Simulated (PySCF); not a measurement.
# C3H6O2Si: the cost of one run

Computed with PySCF 2.14.0, with density-fitted response routines of our own, on a single molecule in the gas phase. Atoms count from 0, in the outputs and in this text.

**1. Starting geometry**

12 atoms, charge 0, multiplicity 1; geometry from: GFN2-xTB. The atoms were then displaced at random by about 0.01 Å, so the start is not that level's minimum.

Bonds of the start (Å): C0–C1 1.34, C1–O2 1.34, O2–Si3 1.69, Si3–O4 1.64, O4–C5 1.40, C5–C0 1.46, C0–H6 1.08, C1–H7 1.08, Si3–H8 1.46, Si3–H9 1.43, C5–H10 1.11, C5–H11 1.09.

**2. Relaxing the molecule at PBE0-D3(BJ)/def2-SVP**

Job settings and geometry (Å):

```
{"job": {"xc": "PBE0", "basis": "def2-SVP", "d3": "d3bj", "grid": 1, "shake": 0.01, "kind": "geom"}, "charge": 0, "multiplicity": 1}
C     -1.260270    -0.227850    -0.152970
C     -0.990620     1.077020    -0.025060
O      0.237160     1.585540     0.116760
Si     1.599360     0.599930     0.241720
O      1.018110    -0.938940     0.241670
C     -0.274340    -1.303120    -0.155360
H     -2.296100    -0.511230    -0.276900
H     -1.729680     1.857940    -0.027080
H      2.169790     0.815600     1.566040
H      2.371900     0.867010    -0.926290
H     -0.608630    -2.102980     0.541190
H     -0.196980    -1.747180    -1.152760
```

Run with:

```bash
$ OMP_NUM_THREADS=1 python probes_run.py task.json out
```

One launch serves the whole session: the jobs run in the order shown.

Q: Estimate the wall time and peak memory of this first job on 1 thread of Arm Neoverse N1, shared host.

About 89 s, with a peak of 0.52 GiB.
